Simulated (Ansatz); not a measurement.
**ClGeHS (SMILES [SH][Ge][Cl]): functionals against CCSD(T) at one geometry**

One table from this session's results is given with a row withheld; the runs are named, their logs left out.

Computed with Ansatz 0.2.0, Gaussian basis. Level: single points in def2-TZVPP.

Cores are frozen in the correlated methods. Filled d shells of the heavier atoms are correlated.

## Where the work starts

SMILES `[SH][Ge][Cl]`, 4 atoms, charge 0, spin multiplicity 1.

Atoms are counted from 1 here; the program's logs count them from 0.

Bond lengths: S1–Ge2 2.331 Å, S1–H4 1.329 Å, Ge2–Cl3 2.182 Å. Angles: Ge2–S1–H4 97.1°, S1–Ge2–Cl3 98.4°.

As a file:

```
atom    x (Å)    y (Å)    z (Å)
  S1  -0.4397   1.2200  -0.7083
 Ge2  -0.9237  -1.0326  -0.3533
 Cl3   0.7245  -1.5051   0.9957
  H4   0.6384   1.2800   0.0665
```

The first run:

File run/in.yaml:

```yaml
crystal:
  periodic: [false, false, false]
  atoms:
    - {symbol: S, position_ang: [-0.439700, 1.220000, -0.708300]}
    - {symbol: Ge, position_ang: [-0.923700, -1.032600, -0.353300]}
    - {symbol: Cl, position_ang: [0.724500, -1.505100, 0.995700]}
    - {symbol: H, position_ang: [0.638400, 1.280000, 0.066500]}
basis:
  gaussian: {orbitals: def2-TZVPP}
correlation: {method: ccsd_t}
output: {forces: true}
```

The command line of these runs was not kept.

Steps of the session up to this table: CCSD(T)/def2-TZVPP; PBE0-D4/def2-TZVPP; wB97M-V/def2-TZVPP; r2SCAN-D4/def2-TZVPP; PBE-D4/def2-TZVPP; r2SCANh-D4/def2-TZVPP; wB97X-V/def2-TZVPP.

One table of the session follows, with a row left open; its other results are not shown here.

| method | RMS force component (eV/Å) | angle to CCSD(T) forces (°) | dipole (D) |
| --- | --- | --- | --- |
| CCSD(T) | 0.442 | reference | 0.96 |
| PBE0-D4 | 0.439 | 4.1 | 1.03 |
| wB97M-V | 0.454 | 3.6 | 1.20 |
| r2SCAN-D4 | 0.419 | 7.3 | 0.87 |
| PBE-D4 | 0.437 | 31.5 | 0.91 |
| r2SCANh-D4 | 0.434 | 2.4 | 0.93 |
| wB97X-V | ? | ? | ? |

Q: Estimate the row for wB97X-V from the others.

**Answer.** RMS force component (eV/Å): 0.491; angle to CCSD(T) forces (°): 6.9; dipole (D): 1.14. In the column «RMS force component (eV/Å)» it is the highest.
